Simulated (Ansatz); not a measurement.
Relaxation of a periodic cell of 17 atoms, Cu$_{8}$HO$_{8}$ (host CuO, host structure C2/c, interstitial H), to a largest force component of 0.03 eV/Å in at most 60 steps.

The calculation used DFT LDA, scalar-relativistic, plane waves, PAW in Ansatz. Settings: PAW set soft_1, cutoff 420 eV, k mesh 2x2x2, gaussian smearing 0.02 eV, spin collinear.

```xyz
17
Lattice="4.6732 -3.4770 0.0000 4.6732 3.4770 0.0000 -0.7622 0.0000 5.0619" Properties=species:S:1:pos:R:3:forces:R:3
Cu 1.168 0.869 0.000 0.06 0.04 -0.15
Cu 0.787 -0.869 2.531 -0.15 -0.05 0.08
O 2.146 -0.168 1.265 -0.03 -0.24 0.02
O 1.765 0.168 3.796 -0.24 -0.11 0.18
Cu 3.505 2.608 0.000 0.00 0.03 -0.01
Cu 3.124 0.869 2.531 0.20 -0.01 0.20
O 4.483 1.571 1.265 0.13 0.14 -0.10
O 4.102 1.906 3.796 0.07 0.05 0.01
Cu 3.505 -0.869 0.000 0.04 0.00 -0.53
Cu 3.124 -2.608 2.531 -0.26 -0.28 0.08
O 4.483 -1.906 1.265 0.18 0.01 -0.26
O 4.102 -1.571 3.796 -0.16 0.05 0.31
Cu 5.841 0.869 0.000 0.00 -0.01 -0.01
Cu 5.460 -0.869 2.531 0.29 0.23 0.03
O 6.819 -0.168 1.265 0.01 -0.04 0.00
O 6.438 0.168 3.796 -0.08 -0.06 0.09
H 3.426 -0.842 2.241 -0.06 0.24 0.06
```

Problem. Where does it end, and by what steps?

Solution. The forces met the threshold. Limits of this set-up: coarse k mesh, PAW files made for another functional. After 18 steps the energy has fallen by 1.689 eV; H17 moved furthest, 1.52 Å. Parted: Cu6–H17 (1.76 → 2.45 Å), Cu10–H17 (1.81 → 2.35 Å), O12–Cu14 (1.98 → 2.66 Å). Joined: O12–H17 (1.85 → 1.01 Å).

```csv
step,energy less start (eV),largest force component (eV/Å),accepted
0,0.0000,0.532,yes
1,-0.0249,0.355,yes
2,-0.0809,0.158,yes
3,-0.1370,0.172,yes
4,-0.1970,0.347,yes
5,-0.2599,0.618,yes
6,-0.4018,0.407,yes
7,-0.5143,0.297,yes
8,-0.6212,0.403,yes
9,-0.8413,1.203,yes
10,-1.2950,1.497,yes
11,-1.1945,5.395,no
12,-1.4898,1.087,yes
13,-1.5877,0.664,yes
14,-1.6510,0.287,yes
15,-1.6733,0.206,yes
16,-1.6816,0.279,yes
17,-1.6883,0.042,yes
18,-1.6887,0.026,yes
```

```xyz
17
Lattice="4.6732 -3.4770 0.0000 4.6732 3.4770 0.0000 -0.7622 0.0000 5.0619" Properties=species:S:1:pos:R:3
Cu 1.034 0.872 0.018
Cu 0.715 -0.851 2.476
O 2.038 -0.102 1.279
O 1.606 0.188 3.806
Cu 3.551 2.575 -0.176
Cu 3.035 0.908 2.480
O 4.482 1.585 1.154
O 4.090 1.849 3.687
Cu 3.293 -0.837 0.073
Cu 3.074 -2.630 2.436
O 4.391 -1.851 1.292
O 3.755 -1.652 3.913
Cu 5.872 0.900 -0.119
Cu 5.631 -0.851 2.201
O 6.998 -0.097 1.000
O 6.404 0.081 3.619
H 4.311 -0.928 3.475
```

Whether the end is a true minimum wasn't checked by a vibrational analysis.

Time of the run: 7.8 min on 2 threads of AMD EPYC 7B13 (Zen 3) (shared host), peak memory 0.68 GiB.
